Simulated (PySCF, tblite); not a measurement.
**C₃H₈N₂Si: geometry, infrared bands and NMR shifts**

Aim: predict the infrared bands and NMR shifts of C₃H₈N₂Si (`[H]/N=C/[C@@H]1C[SiH2]N1`).

Programs: tblite 0.8.0 and PySCF 2.14.0, with density-fitted response routines of our own. Each step states its level of theory. These are calculated values for one molecule in the gas phase, unless marked as measured. Atoms count from 0, in the outputs and in this text.

**1. The starting structure**

14 atoms, charge 0, multiplicity 1; geometry from: force field or distance geometry start.

Bonds of the start (Å): N0–C1 1.29, C1–C2 1.56, C2–C3 1.58, C3–Si4 1.86, Si4–N5 1.69, N5–C2 1.50, N0–H6 1.02, C1–H7 1.12, C2–H8 1.10, C3–H9 1.10, C3–H10 1.09, Si4–H11 1.48, Si4–H12 1.48, N5–H13 1.03.

**2. Optimising the geometry with GFN2-xTB**

What the job is given:

```
{"job": {"kind": "relax", "xc": "GFN2-xTB", "basis": "xTB"}, "charge": 0, "multiplicity": 1}
N      2.144000     0.453500    -0.724100
C      1.698800    -0.331100     0.194500
C      0.199600    -0.365600     0.619300
C     -0.825800    -0.836100    -0.488600
Si    -1.859900     0.635900    -0.011800
N     -0.370600     1.020600     0.688100
H      3.149700     0.338000    -0.837000
H      2.392700    -1.003800     0.753700
H      0.072300    -0.911300     1.566000
H     -1.272700    -1.825400    -0.284900
H     -0.448700    -0.818400    -1.507900
H     -2.868500     0.398800     1.041700
H     -2.166300     1.609700    -1.082700
H      0.154800     1.634700     0.051600
```

Launch:

```bash
OMP_NUM_THREADS=1 python probes_run.py task.json out
```

One launch serves the whole session: the jobs run in the order shown.

**Question.** This job is followed by: GFN2-xTB harmonic vibrations, gas phase; GIAO PBE0/pcSseg-1 NMR shielding, non-relativistic, gas phase. Predict these results of the whole session: strongest single infrared mode (GFN2-xTB); zero-point energy (GFN2-xTB); 13C shifts against TMS (PBE0/pcSseg-1); 1H shifts against TMS (PBE0/pcSseg-1); 15N shifts against NH3 (PBE0/pcSseg-1); 29Si shifts against TMS (PBE0/pcSseg-1); surface potential, 1st and 99th percentile.

As calculated:

| quantity | value |
| --- | --- |
| strongest single infrared mode (GFN2-xTB) | 2234 cm⁻¹, 443 km/mol |
| zero-point energy (GFN2-xTB) | 66.9 kcal/mol |
| 13C shifts against TMS (PBE0/pcSseg-1) | 180.6, 64.5, 14.3 ppm |
| 1H shifts against TMS (PBE0/pcSseg-1) | 10.59, 8.49, 5.60, 5.54, 4.54, 1.94, 1.13, 1.03 ppm |
| 15N shifts against NH3 (PBE0/pcSseg-1) | 337.3, 31.5 ppm |
| 29Si shifts against TMS (PBE0/pcSseg-1) | -18.1 ppm |
| surface potential, 1st and 99th percentile | -1.59 V and 1.37 V |

**Reading.** Relaxing lowered the energy by 0.842 eV in 102 steps; the close pair that moved most is C1–C2, from 1.559 to 1.490 Å. No mode is imaginary among the 36: a minimum at this level. The strongest single mode, at 2234 cm⁻¹, moves mainly H12. GFN2-xTB is a fitted tight-binding method: band positions and strengths are rough. Its intensities can rank the bands wrongly. At PBE0/pcSseg-1: The widest tensor belongs to N0: span 640 ppm, with a paramagnetic part of -390 ppm.
